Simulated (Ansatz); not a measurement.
Run this with Ansatz 0.2.0 through its Python package and show what comes out.

`opt.py`:
```python
"""Relax the CH9AlN2Si molecule."""

import ansatz as az
import numpy as np

mol = (
    az.Crystal.molecule()
    .atom("N", (-0.3461, 2.7342, -0.8452))
    .atom("Si", (-0.8914, 1.2568, -0.0531))
    .atom("N", (0.3652, 0.024, -0.2854))
    .atom("C", (0.0848, -1.199, 0.4096))
    .atom("Al", (1.3739, -2.6389, 0.0556))
    .atom("H", (-1.1896, 3.4637, -0.7501))
    .atom("H", (-0.2889, 2.5695, -1.8727))
    .atom("H", (-2.1043, 0.794, -0.6545))
    .atom("H", (-1.0872, 1.5286, 1.4245))
    .atom("H", (1.2544, 0.402, 0.2228))
    .atom("H", (-0.0744, -1.0488, 1.533))
    .atom("H", (-0.9375, -1.5819, 0.0353))
    .atom("H", (2.8555, -2.2217, 0.2893))
    .atom("H", (0.9725, -4.1118, 0.5198))
)

setup = (
    mol.calculation()
    .basis(gaussian="def2-SVP")
    .functional("pbe0", dispersion="d4")
)
symbols = [site.symbol for site in mol.cartesian_sites]
start = np.array([site.position_ang for site in mol.cartesian_sites], dtype=float)
def progress(event):
    if event["event"] == "relax_step":
        row = event["data"]
        print(f"step {row['step']:3d}  E = {row['lagrangian_ev']:.6f} eV  max force {row['allowed_force_max_ev_ang']:.4f} eV/A")


r = setup.relax(force_tolerance=0.02).session().plan().execute(on_event=progress).report
end = np.array(r["positions_ang"])

print("reference energy %16.6f eV" % r["reference_energy_ev"])
print("total energy     %16.6f eV" % r["free_energy_ev"])
print("occupied (up, down):", r["n_occupied"], " virtual:", r["n_virtual"], " frozen:", r["n_frozen"])

print("bond        before    after (A)")
for i, j in [(0, 1), (0, 5), (0, 6), (1, 2), (1, 7), (1, 8), (2, 3), (2, 9), (3, 4), (3, 10), (3, 11), (4, 12), (4, 13)]:
    d0, d1 = (np.linalg.norm(xyz[i] - xyz[j]) for xyz in (start, end))
    print(f"{symbols[i]}{i}-{symbols[j]}{j}".ljust(10), f"{d0:8.4f} {d1:8.4f}")
```

```console
$ python opt.py
step   1  E = -18618.874532 eV  max force 2.6215 eV/A
step   2  E = -18619.582275 eV  max force 1.2092 eV/A
step   3  E = -18619.741777 eV  max force 0.7230 eV/A
step   4  E = -18619.809595 eV  max force 0.7257 eV/A
step   5  E = -18619.867120 eV  max force 0.5258 eV/A
step   6  E = -18619.883022 eV  max force 0.1671 eV/A
step   7  E = -18619.885730 eV  max force 0.0901 eV/A
step   8  E = -18619.887216 eV  max force 0.0607 eV/A
step   9  E = -18619.887443 eV  max force 0.1521 eV/A
step  10  E = -18619.888019 eV  max force 0.2134 eV/A
step  11  E = -18619.887654 eV  max force 0.1171 eV/A
step  12  E = -18619.889345 eV  max force 0.0954 eV/A
step  13  E = -18619.890110 eV  max force 0.0252 eV/A
step  14  E = -18619.890433 eV  max force 0.0505 eV/A
step  15  E = -18619.890944 eV  max force 0.0564 eV/A
step  16  E = -18619.891185 eV  max force 0.0334 eV/A
step  17  E = -18619.891285 eV  max force 0.0157 eV/A
step  18  E = -18619.891143 eV  max force 0.0657 eV/A
step  19  E = -18619.891346 eV  max force 0.0104 eV/A
reference energy    -18619.642476 eV
total energy        -18619.891384 eV
occupied (up, down): [28, 28]  virtual: [95, 95]  frozen: 0
bond        before    after (A)
N0-Si1       1.7628   1.7238
N0-H5        1.1192   1.0126
N0-H6        1.0422   1.0130
Si1-N2       1.7756   1.7284
Si1-H7       1.4307   1.5030
Si1-H8       1.5151   1.5037
N2-C3        1.4344   1.4522
N2-H9        1.0917   1.0146
C3-Al4       1.9648   1.9716
C3-H10       1.1445   1.1142
C3-H11       1.1540   1.1094
Al4-H12      1.5569   1.5952
Al4-H13      1.5956   1.5944
```

Caveats:
- Total energies depend on the basis set; only differences at equal settings carry meaning.
- The end point is the stationary point reached from this start; no frequency run checks that it is a minimum, and the basis set is modest.
- Total less reference energy is the dispersion correction.
- Hardware and time: 100 s on 1 thread of Intel(R) Xeon(R) Platinum 8488C (Sapphire Rapids) (shared host), peak memory 0.37 GiB.

(Lines on the test bed's own set-up are left out of the output.)
